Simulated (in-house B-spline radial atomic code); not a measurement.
# Se⁹⁺: ionisation energy by several methods

How far do functionals differ on the ionisation energy of Se⁹⁺? Each run solves Se⁹⁺ and then the next ion ([Ar] 3d6).

The numbers are computed with in-house B-spline radial atomic code version 1 (Dirac-Coulomb, several functionals; spherical all-electron atom at the radial basis limit), except any that are marked as measured or tabulated.

## 1. The atom as given

- element: selenium (Z = 34)
- charge: +9
- electrons: 25
- configuration: [Ar] 3d7
- nucleus: Fermi, rms radius 4.140 fm

The outer shells:

[Ar] 3d7
```
[Ar] core
3d [↑↓][↑↓][↑ ][↑ ][↑ ]
```

The boxes only draw the filling; these runs are spin-restricted and spherical.

## 2. PW91, a GGA

Settings of the run:

```ini
Z = 34
electrons = 25.0
configuration = [Ar] 3d7
hamiltonian = dirac
method = pw91,pw91
spin_polarised = False
nucleus = fermi
rms_radius = 4.14
mass_number = 80
atomic_mass = 79.916521761
speed_of_light = 137.035999084
```

## 3. AM05, a GGA

Changes to the settings of step 2:

```diff
@@ -4,3 +4,3 @@
 hamiltonian = dirac
-method = pw91,pw91
+method = am05
 spin_polarised = False
```

## 4. LDA (PW92)

Changes to the settings of step 3:

```diff
@@ -4,3 +4,3 @@
 hamiltonian = dirac
-method = am05
+method = lda,pw
 spin_polarised = False
```

## 5. RPBE, a GGA

Changes to the settings of step 4:

```diff
@@ -4,3 +4,3 @@
 hamiltonian = dirac
-method = lda,pw
+method = rpbe,pbe
 spin_polarised = False
```

## 6. PBEsol, a GGA

Changes to the settings of step 5:

```diff
@@ -4,3 +4,3 @@
 hamiltonian = dirac
-method = rpbe,pbe
+method = pbesol
 spin_polarised = False
```

## 7. exchange-only LDA

Changes to the settings of step 6:

```diff
@@ -4,3 +4,3 @@
 hamiltonian = dirac
-method = pbesol
+method = lda,
 spin_polarised = False
```

Q: The tabulated ionisation energy is 255 ± 2.2 eV (tabulated theoretical; NIST Atomic Spectra Database). What does each method give, and which comes nearest?

**Answer**, as computed:

| method | rung | total energy (hartree) | ΔSCF (eV) | with Breit, QED, recoil (eV) | −ε highest (eV) | corrected ΔSCF less tabulated (eV) |
| --- | --- | --- | --- | --- | --- | --- |
| LDA (PW92) | LDA | -2396.5654 | 260.56 | 260.54 | 241.43 (3d5/2) | +5.54 |
| exchange-only LDA | LDA | -2394.0531 | 258.21 | 258.20 | 239.11 (3d5/2) | +3.20 |
| PW91 | GGA | -2400.3153 | 260.48 | 260.46 | 241.34 (3d5/2) | +5.46 |
| AM05 | GGA | -2396.8532 | 260.27 | 260.26 | 241.14 (3d5/2) | +5.26 |
| RPBE | GGA | -2400.1100 | 260.21 | 260.20 | 241.08 (3d5/2) | +5.20 |
| PBEsol | GGA | -2398.1927 | 260.21 | 260.20 | 241.08 (3d5/2) | +5.20 |

**Reading.** Tables give 255 ± 2.2 eV (tabulated theoretical; NIST Atomic Spectra Database) for the ionisation energy. exchange-only LDA misses by +3.20 eV, the least, and LDA (PW92) by +5.54 eV (2.2 %), the most. All methods miss on the same side by much the same amount, which points to something that they share. Open shells are averaged (over orientations, and over spins where the run is restricted), while tables refer to the lowest levels. For the semilocal functionals minus the highest level recovers only 93 % of their own ΔSCF value, a mark of self-interaction.
